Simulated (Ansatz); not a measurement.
# C2H8OSi: the cost of one run

All numbers are computed with the Python package of Ansatz 0.2.0. Level of theory: CAM-B3LYP/def2-SVP.

## 1. The structure

Bond lengths: C1–C2 1.466 Å, C2–Si3 1.851 Å, Si3–O4 1.667 Å, C1–H5 1.108 Å, C1–H6 1.166 Å, C1–H7 1.089 Å, C2–H8 1.094 Å, C2–H9 1.082 Å, Si3–H10 1.452 Å, Si3–H11 1.519 Å, O4–H12 0.987 Å. Angles (14 of 19 angles, heavy atoms first): C1–C2–Si3 114.9°, C2–Si3–O4 116.3°, C1–C2–H8 111.5°, C1–C2–H9 109.0°, Si3–C2–H8 106.5°, Si3–C2–H9 109.4°, C2–C1–H5 115.7°, C2–C1–H6 111.8°, C2–C1–H7 112.0°, C2–Si3–H10 110.6°, C2–Si3–H11 108.8°, O4–Si3–H10 107.5°, O4–Si3–H11 105.3°, Si3–O4–H12 112.6°.

The script holds or builds the structure itself.

## 2. The code

Input file torsion_c2h8osi.py:

```python
"""Energy of C2H8OSi as one group turns about a bond."""

import logging
import sys

import ansatz as az
from ase import Atoms

logging.basicConfig(stream=sys.stdout, format="[%(levelname)s] %(message)s")
logger = logging.getLogger("c2h8osi")
logger.setLevel(logging.INFO)

atoms = Atoms(["C", "C", "Si", "O", "H", "H", "H", "H", "H", "H", "H", "H"], positions=[
    (-1.433, -0.3702, -0.1252),
    (-0.2048, -0.5858, 0.6457),
    (1.3225, 0.1493, -0.099),
    (1.3504, 1.8096, -0.2404),
    (-1.4187, -0.7463, -1.1673),
    (-1.6899, 0.7627, -0.2233),
    (-2.3061, -0.7918, 0.3713),
    (-0.2885, -0.1734, 1.6555),
    (-0.0595, -1.6488, 0.7872),
    (1.5646, -0.4054, -1.4189),
    (2.5118, -0.1979, 0.7792),
    (0.7281, 2.1429, -0.9309),
])

# start the scan from a relaxed geometry
first = az.Crystal.molecule_from_ase(atoms).calculation()
first = first.basis(gaussian="def2-SVP")
first = first.functional("cam_b3lyp")
first = first.relax(force_tolerance=0.02, max_steps=80)
atoms.positions = first.run().report["positions_ang"]

start = atoms.get_dihedral(0, 1, 2, 3)
energies = {}
for turn in range(0, 360, 30):
    turned = atoms.copy()
    turned.set_dihedral(0, 1, 2, 3, start + turn, indices=[2, 3, 9, 10, 11])
    model = (
        az.Crystal.molecule_from_ase(turned).calculation()
        .basis(gaussian="def2-SVP")
        .functional("cam_b3lyp")
    )
    energies[round((start + turn) % 360)] = model.run().report["free_energy_ev"]
floor = min(energies.values())
logger.info("dihedral C0-C1-Si2-O3 (deg)   E - E(min) (kJ/mol)")
for angle, e in sorted(energies.items()):
    logger.info(f"{angle:8d} {96.485332 * (e - floor):14.3f}  " + "#" * int(30 * (e - floor) / max(max(energies.values()) - floor, 1e-9)))
```

## 3. The run

Launch:

```bash
python torsion_c2h8osi.py
```

**Question.** How long does this script take on 1 thread of Arm Neoverse V1, shared host, and how much memory does it need?

About 75 s, with a peak of 0.3 GiB.
